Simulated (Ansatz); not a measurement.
# C₂H₄InNO: up Jacob's ladder to CCSD(T)

One table from this session's results is given with a row withheld; the runs are named, their logs left out.

The runs use Ansatz 0.2.0, Gaussian basis; functionals in def2-TZVPP, the program's frozen cores in correlated methods.

Levels to be run: LDA (SPW92), PBE-D4, revPBE-D4, BLYP-D4, r2SCAN-D4, B97M-V, PBE0-D4, B3LYP-D4, r2SCANh-D4, r2SCAN0-D4, HSE06-D4, BHLYP-D4, CAM-B3LYP-D4, LC-ωPBE, ωB97X-V, ωB97M-V, B2PLYP, PBE-QIDH; CCSD(T)/def2-SVP; CCSD(T)/def2-TZVPP; MP2/def2-QZVPP; extrapolation to the limit; RPA on PBE.

### Structure used throughout

All runs share one geometry, relaxed beforehand with PBE0-D4 in a triple-zeta def2 set. In takes the def2 core potential; no spin-orbit term is included.

SMILES `C[O][InH][C]#N`, 9 atoms, charge 0, spin multiplicity 1.

Atoms are counted from 1 here; the program's logs count them from 0.

Bond lengths: C1–O2 1.406 Å, C1–H6 1.098 Å, C1–H7 1.096 Å, C1–H8 1.096 Å, O2–In3 1.962 Å, In3–C4 2.124 Å, In3–H9 1.685 Å, C4–N5 1.154 Å. Angles: O2–C1–H6 113.7°, O2–C1–H7 109.7°, O2–C1–H8 109.7°, H6–C1–H7 107.8°, H6–C1–H8 107.8°, H7–C1–H8 108.0°, C1–O2–In3 123.9°, O2–In3–C4 109.0°, O2–In3–H9 122.7°, C4–In3–H9 128.2°, In3–C4–N5 179.8°.

Set-up of the first run:

File in.yaml:

```yaml
crystal:
  periodic: [false, false, false]
  atoms:
    - {symbol: C, position_ang: [0.470402, -1.351001, -0.548619]}
    - {symbol: O, position_ang: [0.088558, -1.015712, 0.762808]}
    - {symbol: In, position_ang: [-0.494836, 0.776153, 1.307755]}
    - {symbol: C, position_ang: [-0.443277, 2.064686, -0.379790]}
    - {symbol: N, position_ang: [-0.414255, 2.761509, -1.298722]}
    - {symbol: H, position_ang: [0.417575, -0.509473, -1.251904]}
    - {symbol: H, position_ang: [1.500682, -1.724088, -0.549529]}
    - {symbol: H, position_ang: [-0.177695, -2.147796, -0.930461]}
    - {symbol: H, position_ang: [-0.947153, 1.145723, 2.888451]}
basis:
  gaussian: {orbitals: def2-TZVPP}
hamiltonian: {xc: lda}
output: {orbitals: {seedname: orbitals}}
```

Started as:

```sh
> ansatz run in.yaml --threads 4 --pin off --events-out ev --progress --plain --max-ram 10444MiB
```

Steps of the session up to this table: LDA; PBE-D4 (GGA); revPBE-D4 (GGA); BLYP-D4 (GGA); r2SCAN-D4 (meta-GGA); B97M-V (meta-GGA); PBE0-D4 (hybrid); B3LYP-D4 (hybrid); r2SCANh-D4 (hybrid); r2SCAN0-D4 (hybrid); HSE06-D4 (hybrid); BHLYP-D4 (hybrid); CAM-B3LYP-D4 (range-separated); LC-ωPBE (range-separated); ωB97X-V (range-separated); ωB97M-V (range-separated); B2PLYP (double hybrid); PBE-QIDH (double hybrid).

One of the session's tables, all rows but one given; the rest of the session is left out.

It belongs to the step «Frontier levels by functional». 

```
  functional  HOMO (eV)  LUMO (eV)  gap (eV)
 LDA (SPW92)      -6.76      -3.21      3.55
      PBE-D4      -6.57      -2.93      3.64
   revPBE-D4      -6.49      -2.81      3.68
     BLYP-D4      -6.50      -2.89      3.60
   r2SCAN-D4      -6.82      -2.72      4.10
      B97M-V          ?          ?         ?
     PBE0-D4      -7.98      -2.21      5.77
    B3LYP-D4      -7.78      -2.49      5.29
  r2SCANh-D4      -7.36      -2.46      4.90
  r2SCAN0-D4      -8.18      -2.08      6.10
    HSE06-D4      -7.58      -2.57      5.00
    BHLYP-D4      -9.42      -1.57      7.85
CAM-B3LYP-D4      -9.44      -1.39      8.05
     LC-ωPBE     -10.76      -0.23     10.52
     ωB97X-V     -10.43      -0.38     10.06
     ωB97M-V     -10.37      -0.63      9.74
```

Estimate the missing values for B97M-V.

**Answer.** HOMO (eV): -6.92; LUMO (eV): -2.92; gap (eV): 4.00. In the column «HOMO (eV)» it lies between r2SCANh-D4 (-7.36) and r2SCAN-D4 (-6.82).
